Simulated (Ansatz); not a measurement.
The system is V4Ir.

```
Ir V
1.0
     0.00000    2.20714   10.30607
     1.50986    0.00000   10.30607
     1.50986    2.20714    0.00000
Ir V
1 4
Direct
  0.00000 0.00000 0.00000
  0.60285 0.60285 0.39715
  0.20051 0.20051 0.79949
  0.79949 0.79949 0.20051
  0.39715 0.39715 0.60285
```

The cell comes from a database or a generator and needn't be the stable form of this composition.

- Program: Ansatz 0.2.0
- Task: single point
- Functional: PBE
- Potentials or basis: Ansatz PAW
- Cutoff: 420 eV (not typed: the program's choice for these potentials)
- k mesh: 11 × 11 × 11
- Occupations: fermi-dirac, width 0.05 eV
- Spin: collinear spin, ferromagnetic start
- Starting moments: [0.6, 2.0, 2.0, 2.0, 2.0] μB

On this cell: pressure -0.9 GPa; largest force 0.079 eV/Å; net moment 0.00 μB per cell; band gap on the k mesh none (metal or under the smearing width).

The same run follows on a disturbed copy (atoms moved at random, drawn with an rms of 0.05 Å):

```
Ir V
1.0
     0.00000    2.20714   10.30607
     1.50986    0.00000   10.30607
     1.50986    2.20714    0.00000
Ir V
1 4
Direct
  0.99240 0.00601 0.01206
  0.60286 0.59994 0.39752
  0.20020 0.19947 0.79180
  0.80437 0.79234 0.20184
  0.41296 0.38209 0.60833
```

Task: What does the disturbed cell give?

Result: The energy (extrapolated to zero smearing) moves by +2.3 meV/atom; pressure -0.6 GPa; largest force 0.309 eV/Å; net moment 0.00 μB per cell; band gap on the k mesh none (metal or under the smearing width).

Forces on the atoms (eV/Å):
```
Ir  -0.150  0.039  0.060
V    0.033 -0.043  0.150
V    0.044  0.095 -0.141
V   -0.039  0.005  0.203
V    0.112 -0.096 -0.271
```

Stress tensor (GPa, compression positive):
```
 0.09  0.00 -0.08
 0.00 -1.17 -0.17
-0.08 -0.17 -0.58
```

Caveats: the starting moments weren't kept.
